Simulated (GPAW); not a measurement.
# Mg6GaB (Amm2) in GPAW: reference runs

Aim: a first look at Mg6GaB with PBEsol, on the cell as given.

Everything below comes from runs of GPAW 26.7.0. Logs are shortened: lines on timing, memory, paths and dates and some standing lists are left out, and cuts for length are marked. The log counts tension as positive stress, the text compression.

## Step 1: The structure

It takes space group Amm2 (No. 38, orthorhombic). The conventional cell has a = 4.045 Å, b = 8.040 Å, c = 9.582 Å, α = 90.00°, β = 90.00°, γ = 90.00°. Ga (site symmetry mm2) has 8 Mg at 2.77 to 3.17 Å as nearest neighbours. Around Mg (site symmetry mm2) lie 2 B at 2.46 Å. Mg (site symmetry m) is surrounded by 2 B at 2.72 Å and 2 Mg at 2.90 to 2.91 Å. Around Mg (site symmetry mm2) lie 2 Ga at 2.83 Å and 6 Mg at 2.97 to 3.20 Å. Mg (site symmetry m) is surrounded by 1 B at 2.51 Å and 2 Ga at 2.77 Å. B (site symmetry mm2) has 8 Mg at 2.46 to 2.72 Å as nearest neighbours.

The cell comes from a database or a generator and needn't be the stable form of this composition.

## Step 2: Single point, PBEsol

File run.py:

```python
from ase import Atoms
from ase.dft.bandgap import bandgap
from ase.io import write
from ase.units import Bohr, GPa
from gpaw import GPAW, PW, setup_paths
from gpaw.elf import elf_from_dft_calculation

setup_paths.insert(0, '.')

atoms = Atoms(['Ga', 'Mg', 'Mg', 'Mg', 'Mg', 'Mg', 'Mg', 'B'],
              cell=[[4.044875, 0.0, 0.0],
                    [0.0, 4.019853, 4.791016],
                    [0.0, -4.019853, 4.791016]],
              scaled_positions=[[0.5, 0.563556, 0.563556],
                                [0.5, 0.130626, 0.130626],
                                [0.5, 0.050183, 0.687918],
                                [0.5, 0.687918, 0.050183],
                                [0.0, 0.357578, 0.357578],
                                [0.0, 0.385097, 0.841319],
                                [0.0, 0.841319, 0.385097],
                                [0.0, 0.983722, 0.983722]],
              pbc=True)

calc = GPAW(mode=PW(800),
            xc='PBEsol',
            kpts={'size': (7, 5, 5), 'gamma': True},
            occupations={'name': 'fermi-dirac', 'width': 0.05},
            nbands=54,
            convergence={'density': 1e-05, 'energy': 1e-05},
            maxiter=150,
            txt='gpaw.txt')
atoms.calc = calc
energy = atoms.get_potential_energy()
forces = atoms.get_forces()
stress = atoms.get_stress()
calc.write('gs.gpw')
write('result.traj', atoms)
print(f'Energy: {energy:.6f} eV')
print('Forces (eV/A):')
print(forces.round(4))
print('Stress (GPa):', (stress / GPa).round(3))
print('Fermi level:', round(calc.get_fermi_level(), 4), 'eV')
print(f'Gap: {bandgap(calc)[0]:.4f} eV, direct: {bandgap(calc, direct=True)[0]:.4f} eV')

# fields on the real-space grid
write('density.cube', atoms, data=calc.get_pseudo_density() * Bohr**3)
write('potential.cube', atoms, data=calc.get_electrostatic_potential())
write('elf.cube', atoms, data=elf_from_dft_calculation(calc).data)
```

Potentials or basis: PAW data sets generated in the run's folder for this functional, pw.

The run is started by

```bash
gpaw-setup -f PBEsol B Ga Mg
OMP_NUM_THREADS=1 python run.py
```

gpaw.txt:

```text
__  _  _
 | _ |_)|_||  |
 |__||  | ||/\| - 26.7.0

Input parameters:
  mode=PW(ecut=800.0),
  convergence={'density': 1e-05, 'energy': 1e-05},
  kpts=MonkhorstPack(size=(7, 5, 5), gamma=True),
  maxiter=150,
  nbands=54,
  occupations=Occupations(name='fermi-dirac', width=0.05),
  xc=XC(name='PBEsol')

Diagonalizing LCAO Hamiltonian
Converting LCAO to pw mode

         B

          Mg
              Ga
        Mg      Mg

         Mg
            Mg

              Mg

Atoms  # Å, Bohr magnetons
|   | symbol |        x |         y |        z |    initial magnetic moments |
|---|--------|----------|-----------|----------|-----------------------------|
| 0 |     Ga | 2.022438 |  0.000000 | 5.400012 | ( 0.0000,  0.0000,  0.0000) |
| 1 |     Mg | 2.022438 | -0.000000 | 1.251663 | ( 0.0000,  0.0000,  0.0000) |
| 2 |     Mg | 2.022438 | -2.563601 | 3.536254 | ( 0.0000,  0.0000,  0.0000) |
| 3 |     Mg | 2.022438 |  2.563601 | 3.536254 | ( 0.0000,  0.0000,  0.0000) |
| 4 |     Mg | 0.000000 |  0.000000 | 3.426324 | ( 0.0000,  0.0000,  0.0000) |
| 5 |     Mg | 0.000000 | -1.833945 | 5.875779 | ( 0.0000,  0.0000,  0.0000) |
| 6 |     Mg | 0.000000 |  1.833945 | 5.875779 | ( 0.0000,  0.0000,  0.0000) |
| 7 |      B | 0.000000 |  0.000000 | 9.426056 | ( 0.0000,  0.0000,  0.0000) |

Unit cell  # Å
| periodic |        x |         y |        z |  lengths |    angles |
|----------|----------|-----------|----------|----------|-----------|
|      yes | 4.044875 |  0.000000 | 0.000000 | 4.044875 | 79.995975 |
|      yes | 0.000000 |  4.019853 | 4.791016 | 6.254043 | 90.000000 |
|      yes | 0.000000 | -4.019853 | 4.791016 | 6.254043 | 90.000000 |

Number of symmetries: 4
Symmetry operations  # r_c * U_cc + t_c -> r_c
|   | kind |            matrix            |
|---|------|------------------------------|
| 0 |  E   |  1, 0, 0,  0, 1, 0,  0, 0, 1 |
| 1 |  σ   |  1, 0, 0,  0, 0, 1,  0, 1, 0 |
| 2 |  σ   | -1, 0, 0,  0, 1, 0,  0, 0, 1 |
| 3 |  C2  | -1, 0, 0,  0, 0, 1,  0, 1, 0 |

BZ-sampling:
  Number of BZ points: 175
  Number of IBZ points: 36

  Monkhorst-Pack size: [7, 5, 5]
  Monkhorst-Pack shift: [0, 0, 0]

K-points  # in reciprocal-cell coordinates
|     |                                coordinates |     weight |
|-----|--------------------------------------------|------------|
|   0 | (  0.00000000,   0.00000000,   0.00000000) | 0.00571429 |
|   1 | (  0.00000000,   0.20000000,  -0.20000000) | 0.01142857 |
|   2 | (  0.00000000,   0.20000000,   0.00000000) | 0.02285714 |
|   3 | (  0.00000000,   0.20000000,   0.20000000) | 0.01142857 |
|   4 | (  0.00000000,   0.40000000,  -0.40000000) | 0.01142857 |
|   5 | (  0.00000000,   0.40000000,  -0.20000000) | 0.02285714 |
|   6 | (  0.00000000,   0.40000000,   0.00000000) | 0.02285714 |
|   7 | (  0.00000000,   0.40000000,   0.20000000) | 0.02285714 |
|   8 | (  0.00000000,   0.40000000,   0.40000000) | 0.01142857 |
|   9 | (  0.14285714,   0.00000000,   0.00000000) | 0.01142857 |
| ... |                                            |            |
|  35 | (  0.42857143,   0.40000000,   0.40000000) | 0.02285714 |

Plane wave coefficients: 8032
Cutoff: 800.0 eV

Spin-components: 1 (collinear spins)
Bands:           54
Projectors:      40
Spin-degeneracy: 2
Datatype:        complex128

Parallelization:
  kpt:    1
  domain: 1
  band:   1

Density:
  Valence electrons: 66.0
  Components: 1
  Grid points: [27 42 42]
  Charge: 0.0  # |e|

Potential:
  Grid points: [27 42 42]

species:
  Ga:
    name:    Gallium
    Z:       31.0
    valence: 3
    core:    28
    charge:  0.0  # [|e|]
    compensation charges:
      type: gauss
      rc: 0.37  # [Å]
      lmax: 2
    cutoffs:
      filter: 2.06  # [Å]
      core: 4.17  # [Å]
    projectors
    | kind |    occ | energy [eV] | rcut [Å] |
    |------|--------|-------------|----------|
    |   4s |  2.000 |      -8.959 |    1.164 |
    |   4p |  1.000 |      -2.572 |    1.164 |
    |    s |        |      18.252 |    1.164 |
    |    p |        |      24.640 |    1.164 |
    |    d |        |       0.000 |    1.164 |

    Using partial waves for Ga as LCAO basis

  Mg:
    name:    Magnesium
    Z:       12.0
    valence: 10
    core:    2
    charge:  0.0  # [|e|]
    compensation charges:
      type: gauss
      rc: 0.33  # [Å]
      lmax: 2
    cutoffs:
      filter: 1.86  # [Å]
      core: 0.54  # [Å]
    projectors
    | kind |    occ | energy [eV] | rcut [Å] |
    |------|--------|-------------|----------|
    |   2s |  2.000 |     -79.588 |    1.090 |
    |   3s |  2.000 |      -4.679 |    1.090 |
    |   2p |  6.000 |     -46.550 |    1.085 |
    |   3p |  0.000 |      -1.306 |    1.085 |
    |    d |        |       0.000 |    1.037 |

    Using partial waves for Mg as LCAO basis

  B:
    name:    Boron
    Z:       5.0
    valence: 3
    core:    2
    charge:  0.0  # [|e|]
    compensation charges:
      type: gauss
      rc: 0.20  # [Å]
      lmax: 2
    cutoffs:
      filter: 1.14  # [Å]
      core: 1.42  # [Å]
    projectors
    | kind |    occ | energy [eV] | rcut [Å] |
    |------|--------|-------------|----------|
    |   2s |  2.000 |      -9.361 |    0.635 |
    |   2p |  1.000 |      -3.555 |    0.635 |
    |    s |        |      17.850 |    0.635 |
    |    p |        |      23.657 |    0.635 |
    |    d |        |       0.000 |    0.635 |

    Using partial waves for B as LCAO basis

Reference energy: -86136.404728  # eV

eigensolver:
  PPCG
  Converge bands: occupied
  niter=2

density mixing:
  MSR1-Mixer
  Pratt-step length: 0.05
  Maximum mixing coefficient: 0.75
  Old densities: 10
  SVD Regularization: 0.005
  Good broyden scale: 1.0
  Trust region scale: 1.0
  Backstep threshold: 4.0
  History deletion threshold: 6.0
  Fourier metric: weight=20.0, sigma=0.015

occupation numbers:
  Fermi-Dirac:
    width: 0.0500  # eV

poisson solver:
  ecut: 6400.0  # eV

xc functional:
  name: PBEsol with 2 nearest neighbor stencil

convergence criteria:
[... 6 lines left out ...]
|iter     | |      energy | eigst |  dens |
|---------|-|-------------|-------|-------|
|iter:   1| |  -21.567318 | +0.34 |       |
|iter:   2| |  -21.065755 | -1.73 | -1.24 |
|iter:   3| |  -20.110079 | -1.66 | -1.31 |
|iter:   4| |  -20.092798 | -2.64 | -1.69 |
|iter:   5| |  -20.086370 | -2.80 | -1.91 |
|iter:   6| |  -20.081180 | -3.37 | -2.27 |
|iter:   7| |  -20.081218 | -4.83 | -3.09 |
|iter:   8| |  -20.081191c| -5.76 | -3.58 |
|iter:   9| |  -20.081195c| -6.57 | -3.98 |
|iter:  10| |  -20.081196c| -7.38 | -4.62 |
|iter:  11| |  -20.081196c| -8.17c| -5.40c|

Converged in 11 steps
Energy contributions relative to reference atoms: (reference = -86136.404728)

Energy contributions:
  Kinetic:           3.880908
  Coulomb:           7.095698
  Zero:             -0.248584
  External:          0.000000
  Xc:              -30.794905
  Entropy:          -0.028626
  Spinorbit:         0.000000
  ----------------------------
  Free energy:     -20.095510
  Extrapolated:    -20.081196

dipole moment: (-23.717175, -0.000000, 2.643325)  # |e|*Ang

Fermi level: 4.116
Eigenvalues  # (at kpt = [0.000, 0.000, 0.000])
| band index |      eig [eV] | occ [0-2] |
|------------|---------------|-----------|
|          0 |       -71.598 |     2.000 |
|        ... |               |           |
|         25 |        -2.309 |     2.000 |
|         26 |         0.053 |     2.000 |
|         27 |         0.477 |     2.000 |
|         28 |         1.218 |     2.000 |
|         29 |         2.182 |     2.000 |
|         30 |         2.539 |     2.000 |
[... 8 lines left out ...]
|         39 |         8.721 |     0.000 |
|         40 |         8.949 |     0.000 |
|        ... |               |           |
|         53 |        13.481 |     0.000 |

No gap
No difference between direct/indirect transitions

Forces  # eV/Ang
|       x |        y |        z |
|---------|----------|----------|
| 0.00000 |  0.00000 | -0.00445 |  # Ga   0
| 0.00000 |  0.00000 | -0.04067 |  # Mg   1
| 0.00000 |  0.00082 | -0.00941 |  # Mg   2
| 0.00000 | -0.00082 | -0.00941 |  # Mg   3
| 0.00000 |  0.00000 |  0.04828 |  # Mg   4
| 0.00000 | -0.01221 | -0.03083 |  # Mg   5
| 0.00000 |  0.01221 | -0.03083 |  # Mg   6
| 0.00000 |  0.00000 |  0.07751 |  # B    7

Stress tensor  # eV/Ang^3
|        x |        y |        z |
|----------|----------|----------|
| 0.006450 | 0.000000 | 0.000000 |
| 0.000000 | 0.008512 | 0.000000 |
| 0.000000 | 0.000000 | 0.006474 |

# Writing to gs.gpw (mode='')
```

It took 5.3 min on 1 thread of Arm Neoverse V2, shared host; peak memory 0.57 GiB.

Results:

- Free energy: -20.0955 eV
- Pressure: -1.1 GPa
- Largest force: 0.078 eV/Å
- Band gap on the k mesh: none (metal or under the smearing width)

Forces on the atoms (eV/Å):
```
Ga   0.000  0.000 -0.004
Mg   0.000  0.000 -0.041
Mg   0.000  0.001 -0.009
Mg   0.000 -0.001 -0.009
Mg   0.000  0.000  0.048
Mg   0.000 -0.012 -0.031
Mg   0.000  0.012 -0.031
B    0.000  0.000  0.078
```

Levels at points of the mesh, in eV from the Fermi level:
```tsv
k point	band 31	band 32	band 33	band 34	band 35	band 36
(0.00, 0.00, 0.00)	-1.58	-0.55	-0.18	1.27	1.34	1.85
```
